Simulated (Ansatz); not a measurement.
# SnH− (singlet): RKS PBE0, RPA-PBE over a scan of the distance Sn1–H2, def2-SVPD

Aim: run SnH− (singlet) with these functionals over a scan of the distance Sn1–H2, and hold them against the top wave-function level at the same points.

Method: def2-SVPD, all electrons in the functionals, frozen cores in the correlation of double hybrids and RPA; program: Ansatz 0.2.0, Gaussian basis.

To be run: RKS PBE0, RPA-PBE, at 1.461 Å; 1.624 Å; 1.806 Å; 2.007 Å; 2.218 Å; 2.494 Å; 2.864 Å; 3.407 Å; 3.999 Å; 4.905 Å; 6.147 Å.

19 further runs of the same task are left out: 11 that didn't finish, 8 set aside as unsound or not needed. Runs told in other sessions of the task aren't counted.

## (1) The system

The geometry derives from a PBE0/def2-TZVPD stationary point (not a proven minimum). One bond is set to the value named and the two fragments are kept rigid. No spin-orbit coupling is included. Elements past krypton take def2 core potentials.

2 atoms, charge -1, spin multiplicity 1.

Atoms are counted from 1 here; the program's logs count them from 0.

Bond lengths: Sn1–H2 1.806 Å.

No dispersion term is added.

The geometry shown and the zero of energy belong to the point 1.806 Å. The yardstick, FCI, and other wave-function levels (R restricted, U unrestricted, valence and pair active spaces) come from earlier runs.

## (2) RKS PBE0, 1.461 Å

in.yaml

```yaml
crystal:
  periodic: [false, false, false]
  atoms:
    - {symbol: Sn, position_ang: [0.000000, 0.000000, 0.000000]}
    - {symbol: H, position_ang: [0.000000, 0.000000, 1.461000]}
basis:
  gaussian: {orbitals: def2-SVPD}
total_charge: -1
hamiltonian: {xc: {name: PBE0}}
```

Run with:

```sh
$ ansatz run in.yaml --threads 1 --pin off --events-out ev --progress --plain --max-ram 2393MiB
```

The runs that follow: RKS PBE0, 1.624 Å; RKS PBE0, 1.806 Å; RKS PBE0, 2.007 Å; RKS PBE0, 2.218 Å; RKS PBE0, 2.494 Å; RKS PBE0, 2.864 Å; RKS PBE0, 3.407 Å; RKS PBE0, 3.999 Å; RKS PBE0, 4.905 Å; RKS PBE0, 6.147 Å; RPA-PBE, 1.461 Å; RPA-PBE, 1.624 Å; RPA-PBE, 1.806 Å; RPA-PBE, 2.007 Å; RPA-PBE, 2.218 Å; RPA-PBE, 2.494 Å; RPA-PBE, 2.864 Å; RPA-PBE, 3.407 Å; RPA-PBE, 3.999 Å; RPA-PBE, 4.905 Å; RPA-PBE, 6.147 Å.

Q: Predict the results of all the runs planned. Wanted: span of the FCI curve; largest miss, RKS PBE0.

As calculated:

```
              quantity                value
 span of the FCI curve             2.768 eV
largest miss, RKS PBE0  +0.362 eV (6.147 Å)
```

What this shows: RKS PBE0 strays by up to 0.362 eV, at 6.147 Å. Functionals and the yardstick converge differently with the basis, so part of each miss in def2-SVPD is the basis.
